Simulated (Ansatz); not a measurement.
# C3H5Ga (SMILES C#[C][GaH][CH3]) at r2SCAN/6-31G(d) (spherical functions)

Aim: the electronic atomisation energy of C3H5Ga at r2SCAN/6-31G* (spherical functions), from 4 runs. 

Program for the calculation: Ansatz 0.2.0.

64 further runs of the same task are left out: 64 set aside as unsound or not needed.

## Step 1: The structure to begin with

C3H5Ga has 9 atoms, charge 0, and is taken as a singlet. SMILES: `C#[C][GaH][CH3]`. Geometry: relaxed at PBE0-D4/def2-TZVP.

Bond lengths: C1–C2 1.210 Å, C2–Ga3 1.925 Å, Ga3–C4 1.958 Å, C1–H5 1.066 Å, Ga3–H6 1.564 Å, C4–H7 1.093 Å, C4–H8 1.090 Å, C4–H9 1.094 Å. Some angles: C1–C2–Ga3 179.3°, C2–Ga3–C4 117.4°, C2–C1–H5 179.8°, C2–Ga3–H6 117.1°, C4–Ga3–H6 125.5°, Ga3–C4–H7 109.9°, Ga3–C4–H8 112.6°, Ga3–C4–H9 109.4°, H7–C4–H8 109.1°, H7–C4–H9 106.9°.

## Step 2: A single-point energy at r2SCAN/6-31G(d) (spherical functions)

File input.yaml:

```yaml
crystal:
  periodic: [false, false, false]
  atoms:
    - {symbol: C, position_ang: [1.498700, 0.816800, -2.138700]}
    - {symbol: C, position_ang: [0.950000, 0.745200, -1.062800]}
    - {symbol: Ga, position_ang: [0.068800, 0.611200, 0.643700]}
    - {symbol: C, position_ang: [-1.036100, -0.972500, 0.966400]}
    - {symbol: H, position_ang: [1.983700, 0.883100, -3.086100]}
    - {symbol: H, position_ang: [0.292600, 1.783100, 1.655500]}
    - {symbol: H, position_ang: [-0.451400, -1.877200, 0.782100]}
    - {symbol: H, position_ang: [-1.435200, -1.006300, 1.980000]}
    - {symbol: H, position_ang: [-1.871000, -0.983500, 0.260000]}
basis:
  gaussian: {orbitals: 6-31G_st_-spherical.json}
hamiltonian: {xc: {name: r2SCAN}}
accuracy: high
output: {orbitals: {seedname: orbitals}}
```

The basis set 6-31G* is read from a file made from the Basis Set Exchange's data (not shown).

The run is started by

```
ansatz run input.yaml --threads 1 --pin off --max-ram 3480MiB --events-out events.jsonl --progress --plain --runs-dir runs
```

Log:

```text
Warning: RAYON_NUM_THREADS=1 ignored (pool sized by the plan → 1); use --threads N
Functional definition: r2SCAN
  name "r2SCAN"
  parameter k0 = 0.174
  parameter k1 = 0.065
  parameter a1 = 4.9479
  exchange = r2scan_x(k0 = k0, k1 = k1, a1 = a1)
  correlation = r2scan_c
1868 factors; integrals over basis functions are off by at most 1.6e-8 eV
mean field evaluation 1: about -55548.8323 eV, gradient 6.3e1 eV
mean field evaluation 2: about -55536.6637 eV, gradient 9.1e1 eV
mean field evaluation 4: about -55557.9389 eV, gradient 1.2e1 eV
mean field evaluation 8: about -55558.2710 eV, gradient 1.5e-1 eV
mean field evaluation 16: about -55558.2711 eV, gradient 1.8e-5 eV
mean field -55558.27109428 eV, -2041.7288039661 hartree, gradient 4.7e-8 eV, S^2 0.000000; 0 other end points of the search recorded, 0 dependent functions left out
reference -55558.27109549 eV, -2041.7288040105 hartree; 27, 27 occupied and 57, 57 virtual orbitals, 1868 factors
Total energy: -55558.27109549 eV, -2041.7288040105 hartree
```

Wall time 9.9 s (1 thread of Intel Xeon Platinum 8488C (Sapphire Rapids), shared host); peak memory 0.29 GiB.

## Step 3: The C atom

File run.yaml:

```yaml
crystal:
  periodic: [false, false, false]
  atoms:
    - symbol: C
      position_ang: [0.000000, 0.000000, 0.000000]
basis:
  gaussian: {orbitals: 6-31G_st_-spherical.json}
magnetization: {spin_polarized: true, initial_magnetization: 2}
hamiltonian: {xc: r2scan}
accuracy: high
```

The basis set 6-31G* is read from a file made from the Basis Set Exchange's data (not shown).

The run is started by

```
ansatz run run.yaml --threads 1 --pin off --max-ram 3480MiB --events-out events.jsonl --progress --plain --runs-dir runs
```

Log:

```text
Warning: RAYON_NUM_THREADS=1 ignored (pool sized by the plan → 1); use --threads N
Functional definition: r2SCAN
  name "r2SCAN"
  parameter k0 = 0.174
  parameter k1 = 0.065
  parameter a1 = 4.9479
  exchange = r2scan_x(k0 = k0, k1 = k1, a1 = a1)
  correlation = r2scan_c
96 factors; integrals over basis functions are off by at most 1.1e-9 eV
mean field evaluation 1: about -1029.0211 eV, gradient 4.2e0 eV
mean field evaluation 2: about -1029.1061 eV, gradient 1.1e0 eV
mean field evaluation 4: about -1029.1144 eV, gradient 2.7e-3 eV
mean field evaluation 8: about -1029.1129 eV, gradient 3.1e-4 eV
mean field evaluation 16: about -1029.1128 eV, gradient 1.3e-1 eV
mean field evaluation 32: about -1028.9162 eV, gradient 6.1e0 eV
mean field -1029.11292716 eV, -37.8192025153 hartree, gradient 3.2e-8 eV, S^2 2.003520; 2 other end points of the search recorded, 0 dependent functions left out
reference -1029.11292772 eV, -37.8192025358 hartree; 4, 2 occupied and 10, 12 virtual orbitals, 96 factors
Total energy: -1029.11292772 eV, -37.8192025358 hartree
```

Run time: 1.2 s. Hardware: 1 thread of Intel Xeon Platinum 8488C (Sapphire Rapids), shared host; peak memory 0.11 GiB.

## Step 4: The Ga atom, same level

File in.yaml:

```yaml
crystal:
  periodic: [false, false, false]
  atoms:
    - {symbol: Ga, position_ang: [0.000000, 0.000000, 0.000000]}
basis:
  gaussian:
    orbitals: 6-31G_st_-spherical.json
magnetization:
  spin_polarized: true
  initial_magnetization: 1
accuracy: high
hamiltonian:
  xc: {name: r2SCAN}
```

The basis set 6-31G* is read from a file made from the Basis Set Exchange's data (not shown).

Run the same way, it converges to -1924.51273 Eh (log not shown).

## Step 5: The H atom at the same level

File molecule.yaml:

```yaml
crystal:
  periodic: [false, false, false]
  atoms:
    - {symbol: H, position_ang: [0.000000, 0.000000, 0.000000]}
basis:
  gaussian:
    orbitals: "6-31G*"
magnetization:
  spin_polarized: true
  initial_magnetization: 1
hamiltonian:
  xc: r2scan
accuracy: high
```

The run is started by

```
ansatz run molecule.yaml --threads 1 --pin off --max-ram 3480MiB --events-out events.jsonl --progress --plain --runs-dir runs
```

Log:

```text
Warning: RAYON_NUM_THREADS=1 ignored (pool sized by the plan → 1); use --threads N
Functional definition: r2SCAN
  name "r2SCAN"
  parameter k0 = 0.174
  parameter k1 = 0.065
  parameter a1 = 4.9479
  exchange = r2scan_x(k0 = k0, k1 = k1, a1 = a1)
  correlation = r2scan_c
3 factors; integrals over basis functions are off by at most 5.4e-10 eV
mean field evaluation 1: about -13.5583 eV, gradient 1.1e-1 eV
mean field evaluation 2: about -13.5574 eV, gradient 9.2e-2 eV
mean field evaluation 4: about -13.5574 eV, gradient 4.8e-4 eV
mean field evaluation 8: about -13.5574 eV, gradient 5.0e-9 eV
mean field -13.55743762 eV, -0.4982266430 hartree, gradient 5.0e-9 eV, S^2 0.750000; 0 other end points of the search recorded, 0 dependent functions left out
reference -13.55743811 eV, -0.4982266610 hartree; 1, 0 occupied and 1, 2 virtual orbitals, 3 factors
Total energy: -13.55743811 eV, -0.4982266610 hartree
```

It took 0.24 s on 1 thread of Intel Xeon Platinum 8488C (Sapphire Rapids), shared host.

## Step 6: What came out

Level: r2SCAN/6-31G* (spherical functions).

| quantity | value |
| --- | --- |
| molecule: total energy | -2041.72880 Eh |
| molecule: HOMO energy | -6.53 eV |
| molecule: LUMO energy | -2.03 eV |
| molecule: HOMO–LUMO gap | 4.49 eV |
| C atom: total energy | -37.81920 Eh |
| C atom: ⟨S²⟩ | 2.004 |
| Ga atom: total energy | -1924.51273 Eh |
| Ga atom: ⟨S²⟩ | 0.754 |
| H atom: total energy | -0.49823 Eh |
| H atom: ⟨S²⟩ | 0.750 |
| electronic atomisation energy | 34.486 eV |

Taking the molecule apart into free atoms costs 34.49 eV (795 kcal/mol), before zero-point energy and without spin-orbit coupling.
